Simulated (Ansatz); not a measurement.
# Hf: energy and stress against strain

Aim: for Hf, see how energy and stress answer to the strain pattern (1, 0, 0, 0, 0, 0).

Method: DFT r2SCAN, scalar-relativistic, plane waves, PAW, in Ansatz 0.2.0.

## Step 1: The starting structure

Symmetry: Im-3m, No. 229, cubic system. The conventional cell has a = 3.610 Å, b = 3.610 Å, c = 3.610 Å, α = 90.00°, β = 90.00°, γ = 90.00°. Hf (site symmetry m-3m) is surrounded by 8 Hf at 3.13 Å.

As a file:

```xyz
1
Lattice="-1.8050 1.8050 1.8050 1.8050 -1.8050 1.8050 1.8050 1.8050 -1.8050" Properties=species:S:1:pos:R:3 pbc="T T T"
Hf    0.0000    0.0000    0.0000
```

The cell is taken as given, not relaxed at this level.

## Step 2: Zero of energy

The reference gives a free energy of -15732.8399 eV, pressure -5.42 GPa, largest force 0.000 eV/Å and gap on the mesh none (metal). It was computed beforehand with the settings of the runs below.

## Step 3: Setting up energy and stress against strain

The cell is strained by ε times the Voigt pattern (1, 0, 0, 0, 0, 0) (xx, yy, zz, yz, xz, xy; engineering shear), with fractional coordinates fixed (clamped ions). The stress on the pattern is the sum of the stress components weighted by it, tension positive.

## Step 4: Point ε = -0.1000

input.yaml reads:

```yaml
crystal:
  lattice:
    - [-1.6245, 1.805, 1.805]
    - [1.6245, -1.805, 1.805]
    - [1.6245, 1.805, -1.805]
  atoms:
    - { symbol: Hf, position: [0.0, 0.0, 0.0] }
basis:
  ecutwfc: 500
kpoints:
  mp_grid: { grid: [18, 18, 18] }
hamiltonian:
  xc: r2scan
scf:
  occupations: { method: gaussian, width: 0.15 }
output:
  forces: true
  stress: true
  eigenvalues: true
```

Command:

```
$ ansatz run input.yaml --threads 1 --pin off --max-ram 2560MiB --backend cpu --events-out ev --progress --plain --runs-dir out
```

## Step 5: At ε = 0.0750

input.yaml, as its differences from that of step 4:

```diff
@@ -2,5 +2,5 @@
   lattice:
-    - [-1.6245, 1.805, 1.805]
-    - [1.6245, -1.805, 1.805]
-    - [1.6245, 1.805, -1.805]
+    - [-1.940375, 1.805, 1.805]
+    - [1.940375, -1.805, 1.805]
+    - [1.940375, 1.805, -1.805]
   atoms:
```

## Step 6: At ε = -0.0500

input.yaml, as its differences from that of step 5:

```diff
@@ -2,5 +2,5 @@
   lattice:
-    - [-1.940375, 1.805, 1.805]
-    - [1.940375, -1.805, 1.805]
-    - [1.940375, 1.805, -1.805]
+    - [-1.71475, 1.805, 1.805]
+    - [1.71475, -1.805, 1.805]
+    - [1.71475, 1.805, -1.805]
   atoms:
```

## Step 7: At ε = 0.0250

input.yaml, as its differences from that of step 6:

```diff
@@ -2,5 +2,5 @@
   lattice:
-    - [-1.71475, 1.805, 1.805]
-    - [1.71475, -1.805, 1.805]
-    - [1.71475, 1.805, -1.805]
+    - [-1.850125, 1.805, 1.805]
+    - [1.850125, -1.805, 1.805]
+    - [1.850125, 1.805, -1.805]
   atoms:
@@ -19 +19,5 @@
   eigenvalues: true
+  write_density: true
+  write_potential: true
+  elf: true
+  volumetric_format: npy
```

## Step 8: At ε = 0.1000

input.yaml reads:

```yaml
crystal:
  lattice:
    - [-1.9855, 1.805, 1.805]
    - [1.9855, -1.805, 1.805]
    - [1.9855, 1.805, -1.805]
  atoms:
    - { symbol: Hf, position: [0.0, 0.0, 0.0] }
basis:
  ecutwfc: 500
kpoints:
  mp_grid: { grid: [18, 18, 18] }
hamiltonian:
  xc: r2scan
scf:
  occupations: { method: gaussian, width: 0.15 }
output:
  forces: true
  stress: true
  eigenvalues: true
```

## Step 9: At ε = -0.0750

input.yaml, as its differences from that of step 8:

```diff
@@ -2,5 +2,5 @@
   lattice:
-    - [-1.9855, 1.805, 1.805]
-    - [1.9855, -1.805, 1.805]
-    - [1.9855, 1.805, -1.805]
+    - [-1.669625, 1.805, 1.805]
+    - [1.669625, -1.805, 1.805]
+    - [1.669625, 1.805, -1.805]
   atoms:
```

## Step 10: At ε = 0.0500

input.yaml, as its differences from that of step 9:

```diff
@@ -2,5 +2,5 @@
   lattice:
-    - [-1.669625, 1.805, 1.805]
-    - [1.669625, -1.805, 1.805]
-    - [1.669625, 1.805, -1.805]
+    - [-1.89525, 1.805, 1.805]
+    - [1.89525, -1.805, 1.805]
+    - [1.89525, 1.805, -1.805]
   atoms:
```

## Step 11: ε = -0.0250

input.yaml, as its differences from that of step 10:

```diff
@@ -2,5 +2,5 @@
   lattice:
-    - [-1.89525, 1.805, 1.805]
-    - [1.89525, -1.805, 1.805]
-    - [1.89525, 1.805, -1.805]
+    - [-1.759875, 1.805, 1.805]
+    - [1.759875, -1.805, 1.805]
+    - [1.759875, 1.805, -1.805]
   atoms:
```

## Step 12: Point ε = 0.0875

input.yaml, as its differences from that of step 11:

```diff
@@ -2,5 +2,5 @@
   lattice:
-    - [-1.759875, 1.805, 1.805]
-    - [1.759875, -1.805, 1.805]
-    - [1.759875, 1.805, -1.805]
+    - [-1.9629375, 1.805, 1.805]
+    - [1.9629375, -1.805, 1.805]
+    - [1.9629375, 1.805, -1.805]
   atoms:
```

(Steps that only read results are left out.)

Before running it: what results should come out? Wanted: slope of the stress at ε = 0, over ±0.0250.

As calculated:

| quantity | value |
| --- | --- |
| slope of the stress at ε = 0, over ±0.0250 | 40 GPa |

What this shows: From the stress slope, C11 is about 40 GPa with the ions clamped. The reference stands under -5.4 GPa, so this is no zero-stress constant. The energy drops below the reference, by 37.5 meV/atom at ε = -0.0750; the cell was taken as given and not relaxed at this level. Spin-orbit coupling is left out for Hf.
